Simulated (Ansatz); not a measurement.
# CH₆FNSSi: a ladder of functionals and wavefunction methods

How much do the methods differ for CH₆FNSSi? The plan is to run it at one geometry with functionals of several rungs and with coupled cluster. The yardstick is the atomisation energy at the CCSD(T) limit.

Computed with Ansatz 0.2.0, Gaussian basis. Level: functionals in def2-TZVPP, the program's frozen cores in correlated methods.

Levels to be run: LDA (SPW92), PBE-D4, revPBE-D4, BLYP-D4, r2SCAN-D4, B97M-V, PBE0-D4, B3LYP-D4, r2SCANh-D4, r2SCAN0-D4, HSE06-D4, BHLYP-D4, CAM-B3LYP-D4, LC-ωPBE, ωB97X-V, ωB97M-V, B2PLYP, PBE-QIDH; CCSD(T)/def2-SVP; CCSD(T)/def2-TZVPP; MP2/def2-QZVPP; extrapolation to the limit; RPA on PBE.

### Step 1. The relaxed structure

All runs share one geometry, relaxed beforehand with PBE0-D4 in a triple-zeta def2 set.

SMILES `NC(F)([SiH3])S`, 11 atoms, charge 0, spin multiplicity 1.

Atoms are counted from 1 here; the program's logs count them from 0.

Bond lengths: N1–C2 1.399 Å, N1–H6 1.012 Å, N1–H7 1.013 Å, C2–F3 1.417 Å, C2–Si4 1.910 Å, C2–S5 1.830 Å, Si4–H8 1.480 Å, Si4–H9 1.483 Å, Si4–H10 1.490 Å, S5–H11 1.342 Å. Angles: C2–N1–H6 113.0°, C2–N1–H7 112.8°, H6–N1–H7 111.1°, N1–C2–F3 112.7°, N1–C2–Si4 112.9°, N1–C2–S5 110.7°, F3–C2–Si4 107.2°, F3–C2–S5 102.4°, Si4–C2–S5 110.3°, C2–Si4–H8 108.7°, C2–Si4–H9 108.4°, C2–Si4–H10 108.8°, H8–Si4–H9 111.0°, H8–Si4–H10 110.4°, H9–Si4–H10 109.5°, C2–S5–H11 94.7°.

Coordinates:

```xyz
11

N    -0.2559    0.9379    1.1117
C     0.0487    0.5320   -0.1917
F     1.0578    1.3258   -0.7902
Si    0.6268   -1.2855   -0.2883
S    -1.3787    0.8056   -1.3038
H     0.5106    0.7999    1.7576
H    -0.6036    1.8884    1.1558
H     1.1301   -1.5524   -1.6544
H    -0.5259   -2.1616    0.0328
H     1.7082   -1.4996    0.7138
H    -2.2529    0.1525   -0.5227
```

### Step 2. LDA

This LDA is Slater exchange with PW92 correlation.

in.yaml

```yaml
crystal:
  periodic: [false, false, false]
  atoms:
    - {symbol: N, position_ang: [-0.255857, 0.937854, 1.111668]}
    - {symbol: C, position_ang: [0.048723, 0.531964, -0.191737]}
    - {symbol: F, position_ang: [1.057819, 1.325807, -0.790194]}
    - {symbol: Si, position_ang: [0.626818, -1.285479, -0.288335]}
    - {symbol: S, position_ang: [-1.378658, 0.805594, -1.303789]}
    - {symbol: H, position_ang: [0.510615, 0.799933, 1.757554]}
    - {symbol: H, position_ang: [-0.603608, 1.888439, 1.155777]}
    - {symbol: H, position_ang: [1.130121, -1.552426, -1.654357]}
    - {symbol: H, position_ang: [-0.525899, -2.161629, 0.032754]}
    - {symbol: H, position_ang: [1.708196, -1.499605, 0.713827]}
    - {symbol: H, position_ang: [-2.252868, 0.152549, -0.522666]}
basis:
  gaussian: {orbitals: def2-TZVPP}
hamiltonian: {xc: lda}
output: {orbitals: {seedname: orbitals}}
```

Further steps of the session: PBE-D4 (GGA); revPBE-D4 (GGA); BLYP-D4 (GGA); r2SCAN-D4 (meta-GGA); B97M-V (meta-GGA); PBE0-D4 (hybrid); B3LYP-D4 (hybrid); r2SCANh-D4 (hybrid); r2SCAN0-D4 (hybrid); HSE06-D4 (hybrid); BHLYP-D4 (hybrid); CAM-B3LYP-D4 (range-separated); LC-ωPBE (range-separated); ωB97X-V (range-separated); ωB97M-V (range-separated); B2PLYP (double hybrid); PBE-QIDH (double hybrid); CCSD(T) in def2-SVP; CCSD(T) in def2-TZVPP; MP2 in def2-QZVPP; RPA on PBE orbitals.

**Question.** What will the summary of the whole plan be? Wanted: atomisation energy, CCSD(T)/CBS; farthest beyond LDA; mean size of error, GGA; mean size of error, meta-GGA; mean size of error, hybrid; mean size of error, range-separated; mean size of error, double hybrid; gap, smallest and largest; T1 diagnostic.

As calculated:

| quantity | value |
| --- | --- |
| atomisation energy, CCSD(T)/CBS | 37.406 eV |
| functionals within 0.187 eV (0.5 %) | revPBE-D4, BLYP-D4, r2SCAN-D4, B97M-V, PBE0-D4, B3LYP-D4, HSE06-D4, CAM-B3LYP-D4 |
| farthest beyond LDA | BHLYP-D4 (-1.292 eV) |
| mean size of error, GGA | 0.342 eV |
| mean size of error, meta-GGA | 0.034 eV |
| mean size of error, hybrid | 0.408 eV |
| mean size of error, range-separated | 0.255 eV |
| mean size of error, double hybrid | 0.547 eV |
| gap, smallest and largest | 4.80 eV (LDA (SPW92)), 12.05 eV (LC-ωPBE) |
| T1 diagnostic | 0.0125 |
| triples share of the correlation energy | 3.8 % |

**Reading.** LDA overbinds by 6.093 eV (16 %). PBE-D4 misses by +0.802 eV. Double hybrids carry the basis error of their MP2 part in triple zeta, and no dispersion term here, so their miss is partly the set-up's. Taken by rung, meta-GGA functionals do best (0.034 eV on average) and double hybrid ones worst beyond LDA (0.547 eV). The reference freezes the cores and leaves out relativity and excitations past (T), so misses under about 0.187 eV can't be ranked. Hartree-Fock recovers 68 % of the binding; the rest is correlation. CCSD(T) in def2-SVP is off by -2.690 eV, so the small basis spoils what the method gains. The gap grows from 4.8 to 12.1 eV across the functionals, mostly with the share of exact exchange.
